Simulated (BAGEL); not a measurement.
# A workflow on SnH2F2 (SMILES [F][SnH2][F])

Aim: the energy (HF/ANO-RCC-VDZP), then a single-point energy (NEVPT2(2,2)/ANO-RCC-VDZP) of SnH2F2. 

Program for the calculation: BAGEL 1.2.2.

2 further runs of the same task are left out: 2 set aside as unsound or not needed.

## (1) Starting point

The species is SnH2F2 (5 atoms), meant as a singlet with charge 0. SMILES: `[F][SnH2][F]`. The shape is that of a PBE0-D4/def2-TZVP optimisation.

Bond lengths: F1–Sn2 1.909 Å, Sn2–F3 1.909 Å, Sn2–H4 1.692 Å, Sn2–H5 1.692 Å. Angles: F1–Sn2–F3 103.3°, F1–Sn2–H4 107.1°, F1–Sn2–H5 107.1°, F3–Sn2–H4 107.1°, F3–Sn2–H5 107.1°, H4–Sn2–H5 123.6°.

## (2) A single-point energy at HF/ANO-RCC-VDZP (DKH2, density fitting with AutoAux) (run 1)

Input file hf.json:

```json
{ "bagel": [

{
  "title": "molecule",
  "basis": "ano-rcc-vdzp.json",
  "df_basis": "ano-rcc-vdzp-autoaux.json",
  "dkh": true,
  "geometry": [
    { "atom": "F", "xyz": [    -0.64915494,    -0.67332832,     3.29076907 ] },
    { "atom": "Sn", "xyz": [     0.24355168,    -0.13834685,    -0.16289439 ] },
    { "atom": "F", "xyz": [    -2.32666482,     2.09889991,    -1.34624089 ] },
    { "atom": "H", "xyz": [    -0.16519608,    -2.92361418,    -1.68015550 ] },
    { "atom": "H", "xyz": [     2.99181440,     1.49685206,    -0.17952398 ] }
  ]
},

{
  "title": "hf",
  "charge": 0
},

{
  "title": "print",
  "file": "orbitals.molden",
  "orbitals": true
}

]}
```

The basis set ANO-RCC-VDZP is read from a file made from the Basis Set Exchange's data (not shown).

On the command line:

```sh
$ BAGEL_NUM_THREADS=1 BAGEL hf.json > hf.out
```

What it wrote:

```text
* using 1 threads per process

  ===============================================================
  ===============================================================

  *** Geometry ***

  { "atom" : "F", "xyz" : [     -0.649155,     -0.673328,      3.290769 ] },
  { "atom" : "Sn", "xyz" : [      0.243552,     -0.138347,     -0.162894 ] },
  { "atom" : "F", "xyz" : [     -2.326665,      2.098900,     -1.346241 ] },
  { "atom" : "H", "xyz" : [     -0.165196,     -2.923614,     -1.680155 ] },
  { "atom" : "H", "xyz" : [      2.991814,      1.496852,     -0.179524 ] },

  Number of auxiliary basis functions:      934

  Since a DF basis is specified, we compute 2- and 3-index integrals:
    o Being stored without compression. Storage requirement is 0.049 GB

  Number of basis functions:       81
  Number of electrons      :       70

    * METHOD: MOLECULE                             2.20

  *** RHF ***

  === Nuclear Repulsion ===
   301.8447268508

      * DIIS with orbital gradients will be used.

  === RHF iteration (ano-rcc-vdzp.json) ===
      0      -6372.44525108          0.02545528           0.23
      1      -6372.58345055          0.02098779           0.19
      2      -6372.78064017          0.00131903           0.19
      3      -6372.78174428          0.00049339           0.20
      4      -6372.78189521          0.00009804           0.24
      5      -6372.78190943          0.00002803           0.22
      6      -6372.78191066          0.00000641           0.20
      7      -6372.78191072          0.00000167           0.20
      8      -6372.78191073          0.00000056           0.21
      9      -6372.78191072          0.00000010           0.19
     10      -6372.78191072          0.00000003           0.19
     11      -6372.78191073          0.00000001           0.20
     12      -6372.78191073          0.00000000           0.21
    * SCF iteration converged.

    * Permanent dipole moment:
           (   -1.332378,     0.654951,     0.873442) a.u.

    * METHOD: HF                                   4.17

    * METHOD: PRINT                                0.04

  ===============================================================
```

Run time: 6.9 s. Hardware: 1 thread of AMD EPYC 7R13 (Zen 3), shared host; peak memory 0.21 GiB.

## (3) A single-point energy at NEVPT2(2,2)/ANO-RCC-VDZP (DKH2, density fitting with AutoAux) (run 2)

Input file calc.json:

```json
{ "bagel": [

{
  "title": "molecule",
  "basis": "ano-rcc-vdzp.json",
  "df_basis": "ano-rcc-vdzp-autoaux.json",
  "dkh": "true",
  "geometry": [
    { "atom": "F", "xyz": [ -0.64915494, -0.67332832,  3.29076907 ] },
    { "atom": "Sn", "xyz": [  0.24355168, -0.13834685, -0.16289439 ] },
    { "atom": "F", "xyz": [ -2.32666482,  2.09889991, -1.34624089 ] },
    { "atom": "H", "xyz": [ -0.16519608, -2.92361418, -1.68015550 ] },
    { "atom": "H", "xyz": [  2.99181440,  1.49685206, -0.17952398 ] }
  ]
},
{ "title": "hf" },
{ "title": "nevpt2", "nstate": 1, "nact": 2, "nclosed": 34, "active": [35, 38], "maxiter": 200, "natocc": "true", "ncore": 20 },
{ "title": "print", "file": "orbitals.molden", "orbitals": "true" }

]}
```

The basis set ANO-RCC-VDZP is read from a file made from the Basis Set Exchange's data (not shown).

On the command line:

```sh
$ BAGEL_NUM_THREADS=1 BAGEL calc.json > calc.out
```

What it wrote:

```text
* using 1 threads per process

  ===============================================================
  ===============================================================

  *** Geometry ***

  { "atom" : "F", "xyz" : [     -0.649155,     -0.673328,      3.290769 ] },
  { "atom" : "Sn", "xyz" : [      0.243552,     -0.138347,     -0.162894 ] },
  { "atom" : "F", "xyz" : [     -2.326665,      2.098900,     -1.346241 ] },
  { "atom" : "H", "xyz" : [     -0.165196,     -2.923614,     -1.680155 ] },
  { "atom" : "H", "xyz" : [      2.991814,      1.496852,     -0.179524 ] },

  Number of auxiliary basis functions:      934

  Since a DF basis is specified, we compute 2- and 3-index integrals:
    o Being stored without compression. Storage requirement is 0.049 GB

  Number of basis functions:       81
  Number of electrons      :       70

    * METHOD: MOLECULE                             1.50

  *** RHF ***

  === Nuclear Repulsion ===
   301.8447268508

      * DIIS with orbital gradients will be used.

  === RHF iteration (ano-rcc-vdzp.json) ===
      0      -6372.44525108          0.02545528           0.33
      1      -6372.58345055          0.02098779           0.29
      2      -6372.78064017          0.00131903           0.26
      3      -6372.78174428          0.00049339           0.25
      4      -6372.78189521          0.00009804           0.24
      5      -6372.78190943          0.00002803           0.24
      6      -6372.78191066          0.00000641           0.21
      7      -6372.78191072          0.00000167           0.22
      8      -6372.78191073          0.00000056           0.24
      9      -6372.78191072          0.00000010           0.23
     10      -6372.78191072          0.00000003           0.24
     11      -6372.78191073          0.00000001           0.25
     12      -6372.78191073          0.00000000           0.26
    * SCF iteration converged.

    * Permanent dipole moment:
           (   -1.332378,     0.654951,     0.873442) a.u.

    * METHOD: HF                                   4.90

    * freezing 20 orbitals
  ---------------------------
      CASSCF calculation
  ---------------------------

    ==== Active orbitals : =====
         Orbital 35
         Orbital 38
    ============================

    * nstate   :      1
    * nclosed  :     34
    * nact     :      2
    * nvirt    :     45
  === CASSCF iteration (ano-rcc-vdzp.json) ===

    * Using the second-order algorithm

      0  0     -6372.78202904     3.32e-05      0.08

      1  0     -6372.78232414     6.95e-05      1.19

      2  0     -6372.78477120     3.58e-04      1.14

      3  0     -6372.79053483     5.35e-04      1.09

      4  0     -6372.79108296     8.62e-05      1.56

      5  0     -6372.79108955     1.31e-05      1.12

      6  0     -6372.79108965     1.67e-06      1.03

      7  0     -6372.79108965     2.13e-07      1.03

      8  0     -6372.79108965     2.72e-08      1.03

      9  0     -6372.79108966     3.56e-09      1.03

    * Second-order optimization converged. *

     guess   0:   closed 1.                   open ..

  === FCI iteration ===

      0  0     -6372.78130159     4.87e-02      0.00
      1  0     -6372.79108966     1.03e-07      0.00
      2  0 *   -6372.79108966     3.38e-16      0.00

     * ci vector, state   0, <S^2> = 0.0000
       2.     0.9949837616
       .2    -0.1000365644

  === DF-NEVPT2 calculation ===

    * 3-index integral transformation done
    * assembly done

      NEVPT2 correlation energy:   -0.9108326181      0.13

          (+0)     -0.7427192901
          (+0)'    -0.0963193973
          (+1)     -0.0143430471
          (+1)'    -0.0171641370
          (+2)     -0.0017306623
          (-1)     -0.0311330703
          (-1)'    -0.0008254023
          (-2)     -0.0065976117

      NEVPT2 total energy:       -6373.7019222758

    * METHOD: NEVPT2                              12.18

    * METHOD: PRINT                                0.03

  ===============================================================
```

Run time: 19 s. Hardware: 1 thread of AMD EPYC 7R13 (Zen 3), shared host; peak memory 0.24 GiB.

## (4) Results

```
                                     quantity           value
         run 1, HF/ANO-RCC-VDZP: total energy  -6372.78191 Eh
        run 1, HF/ANO-RCC-VDZP: dipole moment          4.38 D
          run 1, HF/ANO-RCC-VDZP: HOMO energy       -13.65 eV
          run 1, HF/ANO-RCC-VDZP: LUMO energy         2.20 eV
        run 1, HF/ANO-RCC-VDZP: HOMO–LUMO gap        15.85 eV
run 2, NEVPT2(2,2)/ANO-RCC-VDZP: total energy  -6373.70192 Eh
```
